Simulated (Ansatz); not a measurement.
# GeNH3+ (doublet): from Hartree-Fock to the top rungs, cc-pVTZ

How much of the correlation energy of GeNH3+ (doublet) does each wave-function method recover here?

Program: Ansatz 0.2.0, Gaussian basis. Level of theory: cc-pVTZ, core rule «outside noble gas», up to 15 orbitals frozen. These are calculated values, not measurements.

Plan: UHF; CCSD(T) on ROHF; CCSD(T) on UHF; BCCD(T) on ROHF; CCSDT(Q) on ROHF; CCSDT(Q) on UHF; CASSCF and NEVPT2, 11 electrons in 11 orbitals.

2 further runs of the same task are left out: 2 set aside as unsound or not needed.

## 1. The system

The geometry is a PBE0/def2-TZVP stationary point (not a proven minimum) of the parent state, kept for this charge and spin. No spin-orbit coupling is included. The filled d shell of Ge may be among the frozen orbitals whatever the setting's name suggests; the logs give the count.

5 atoms, charge 1, spin multiplicity 2.

Atoms are counted from 1 here; the program's logs count them from 0.

Bond lengths: Ge1–N2 1.816 Å, Ge1–H3 1.602 Å, N2–H4 1.007 Å, N2–H5 1.008 Å. Angles: N2–Ge1–H3 92.7°, Ge1–N2–H4 125.7°, Ge1–N2–H5 121.9°, H4–N2–H5 112.5°.

## 2. UHF

File in.yaml:

```yaml
crystal:
  periodic: [false, false, false]
  atoms:
    - {symbol: Ge, position_ang: [0.000000, -0.029201, 0.335370]}
    - {symbol: N, position_ang: [0.000000, 0.033731, -1.479233]}
    - {symbol: H, position_ang: [0.000000, 1.567055, 0.464899]}
    - {symbol: H, position_ang: [0.000000, 0.871757, -2.038009]}
    - {symbol: H, position_ang: [0.000000, -0.803094, -2.040289]}
basis:
  gaussian: {orbitals: cc-pVTZ}
total_charge: 1
magnetization: {spin_polarized: true, initial_magnetization: 1}
hamiltonian: {xc: hf}
output: {orbitals: {seedname: orbitals}}
```

Command:

```bash
$ ansatz run in.yaml --threads 1 --pin off --events-out ev --progress --plain --max-ram 2816MiB --backend cpu
```

After this run come: CCSD(T) on ROHF; CCSD(T) on UHF; BCCD(T) on ROHF; CCSDT(Q) on ROHF; CCSDT(Q) on UHF; CASSCF and NEVPT2, 11 electrons in 11 orbitals.

Q: Predict the results of all the runs planned. Wanted: UCCSDT(Q) below the RHF energy; RMP2 from UCCSDT(Q); UMP2 from UCCSDT(Q); RCCSD from UCCSDT(Q); RCCSD(T) from UCCSDT(Q); UCCSD(T) from UCCSDT(Q); RCCSDT(Q) from UCCSDT(Q); NEVPT2 valence from UCCSDT(Q); T1 diagnostic.

As calculated:

| quantity | value |
| --- | --- |
| UCCSDT(Q) below the RHF energy | -9.0775 eV |
| RMP2 from UCCSDT(Q) | +92.8 kJ/mol |
| UMP2 from UCCSDT(Q) | +91.0 kJ/mol |
| RCCSD from UCCSDT(Q) | +40.8 kJ/mol |
| RCCSD(T) from UCCSDT(Q) | +5.1 kJ/mol |
| UCCSD(T) from UCCSDT(Q) | +4.5 kJ/mol |
| RCCSDT(Q) from UCCSDT(Q) | +1.0 kJ/mol |
| NEVPT2 valence from UCCSDT(Q) | +117.0 kJ/mol |
| levels within 1 kcal/mol (43 meV) | RCCSDT, UCCSDT, RCCSDT(Q) |
| T1 diagnostic | 0.032 |
| effectively unpaired electrons | 1.04 |

**Reading.** RCCSD(T) lands +5.1 kJ/mol from the yardstick (0.6 % of the correlation energy). One determinant dominates. These misses are within one basis, not against nature; the frozen cores of restricted and unrestricted runs differ, which can shift their rows.
